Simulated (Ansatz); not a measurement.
I need a rigid scan of one bond angle of H₄NOPSi, SMILES O[SiH]1NP1. Use Ansatz's Python interface. Level of theory (for the species named): B3LYP, def2-SVP basis, multiplicity 1.

```yaml
atoms:
  - { symbol: O, position_ang: [-0.5208, 1.7143, -0.7398] }
  - { symbol: Si, position_ang: [-0.0108, 0.7139, 0.3896] }
  - { symbol: N, position_ang: [0.1781, -0.6596, -0.5400] }
  - { symbol: P, position_ang: [-0.9647, -1.2476, 0.3821] }
  - { symbol: H, position_ang: [-0.8040, 1.2941, -1.5920] }
  - { symbol: H, position_ang: [1.3625, 0.9892, 0.8768] }
  - { symbol: H, position_ang: [1.1362, -1.0882, -0.3110] }
  - { symbol: H, position_ang: [-0.2843, -1.7732, 1.4786] }
```

`bend_h4nopsi.py`
```python
"""Bending curve of H4NOPSi."""

import ansatz as az
from ase import Atoms


def main() -> None:
    atoms = Atoms(["O", "Si", "N", "P", "H", "H", "H", "H"], positions=[
        (-0.5208, 1.7143, -0.7398),
        (-0.0108, 0.7139, 0.3896),
        (0.1781, -0.6596, -0.54),
        (-0.9647, -1.2476, 0.3821),
        (-0.804, 1.2941, -1.592),
        (1.3625, 0.9892, 0.8768),
        (1.1362, -1.0882, -0.311),
        (-0.2843, -1.7732, 1.4786),
    ])

    # start the scan from a relaxed geometry
    first = (
        az.Crystal.molecule_from_ase(atoms).calculation()
        .basis(gaussian="def2-SVP")
        .functional("b3lyp")
        .relax(force_tolerance=0.02, max_steps=80)
    )
    atoms.positions = first.run().report["positions_ang"]

    rows = []
    for angle in [85, 95, 105, 115, 125, 140, 160]:
        bent = atoms.copy()
        bent.set_angle(1, 0, 4, angle, indices=[4])
        base = (
            az.Crystal.molecule_from_ase(bent).calculation()
            .basis(gaussian="def2-SVP")
            .functional("b3lyp")
        )
        rows.append((angle, base.run().report["free_energy_ev"]))
    floor = min(e for _, e in rows)
    for angle, e in rows:
        print(f"angle Si1-O0-H4 = {angle:3d} deg   {1000 * (e - floor):9.1f} meV")


if __name__ == "__main__":
    main()
```

Running `python bend_h4nopsi.py` prints:
```text
angle Si1-O0-H4 =  85 deg       478.3 meV
angle Si1-O0-H4 =  95 deg       200.9 meV
angle Si1-O0-H4 = 105 deg        52.3 meV
angle Si1-O0-H4 = 115 deg         0.0 meV
angle Si1-O0-H4 = 125 deg        17.9 meV
angle Si1-O0-H4 = 140 deg       126.0 meV
angle Si1-O0-H4 = 160 deg       312.8 meV
```

The scan is rigid, and the energies are electronic, in a modest basis. The zero is the lowest point of the grid, which needn't be the minimum. b3lyp holds the VWN-RPA fit, as in Gaussian; the form of ORCA and Turbomole is b3lyp5. Timing: 64 s on 1 thread of Arm Neoverse V2, on a shared host, peak memory 0.24 GiB.
